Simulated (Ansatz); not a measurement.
# C2H2Cl3F3GeO: the cost of one run

The runs use Ansatz 0.2.0, Gaussian basis; one geometry, several basis sets.

Plan: PBE0-D4/def2-SVP; ωB97M-V/def2-SVP; PBE0-D4/def2-QZVPP; ωB97M-V/def2-QZVPP; the functionals' def2-TZVPP values are taken from earlier runs.

### 1 The relaxed structure

All runs share one geometry, relaxed beforehand with PBE0-D4 in a triple-zeta def2 set.

12 atoms, charge 0, spin multiplicity 1.

Atoms are counted from 1 here; the program's logs count them from 0.

Bond lengths: F1–C2 1.332 Å, C2–F3 1.339 Å, C2–F4 1.332 Å, C2–C5 1.514 Å, C5–O6 1.403 Å, C5–H11 1.095 Å, C5–H12 1.095 Å, O6–Ge7 1.750 Å, Ge7–Cl8 2.122 Å, Ge7–Cl9 2.122 Å, Ge7–Cl10 2.102 Å. Angles: F1–C2–F3 108.0°, F1–C2–F4 107.9°, F1–C2–C5 111.9°, F3–C2–F4 108.0°, F3–C2–C5 109.1°, F4–C2–C5 111.9°, C2–C5–O6 108.1°, C2–C5–H11 107.4°, C2–C5–H12 107.5°, O6–C5–H11 112.3°, O6–C5–H12 112.2°, H11–C5–H12 109.1°, C5–O6–Ge7 120.6°, O6–Ge7–Cl8 109.6°, O6–Ge7–Cl9 109.7°, O6–Ge7–Cl10 106.3°, Cl8–Ge7–Cl9 108.6°, Cl8–Ge7–Cl10 111.3° and more.

### 2 PBE0-D4 in def2-SVP

The input, in.yaml:

```yaml
crystal:
  periodic: [false, false, false]
  atoms:
    - {symbol: F, position_ang: [-0.465272, -1.140842, -2.285004]}
    - {symbol: C, position_ang: [-0.756604, -1.486453, -1.031623]}
    - {symbol: F, position_ang: [-2.019177, -1.932871, -1.009303]}
    - {symbol: F, position_ang: [0.042285, -2.496686, -0.690114]}
    - {symbol: C, position_ang: [-0.628893, -0.317400, -0.078196]}
    - {symbol: O, position_ang: [0.698612, 0.135490, -0.118128]}
    - {symbol: Ge, position_ang: [1.216977, 1.467783, 0.891931]}
    - {symbol: Cl, position_ang: [0.904446, 0.978989, 2.932690]}
    - {symbol: Cl, position_ang: [0.082499, 3.199494, 0.427830]}
    - {symbol: Cl, position_ang: [3.257691, 1.760101, 0.480730]}
    - {symbol: H, position_ang: [-0.916817, -0.673374, 0.916864]}
    - {symbol: H, position_ang: [-1.338645, 0.450768, -0.403477]}
basis:
  gaussian: {orbitals: def2-SVP}
hamiltonian: {xc: pbe0, dispersion: d4}
output: {orbitals: {seedname: orbitals}}
```

Started as:

```sh
$ ansatz run in.yaml --threads 4 --pin off --events-out ev --progress --plain --max-ram 66560MiB --backend cpu
```

**Question.** How long does this run take on 4 threads of AMD EPYC 7R13, shared host, and how much memory does it need?

About 3.5 s, with a peak of 0.68 GiB.
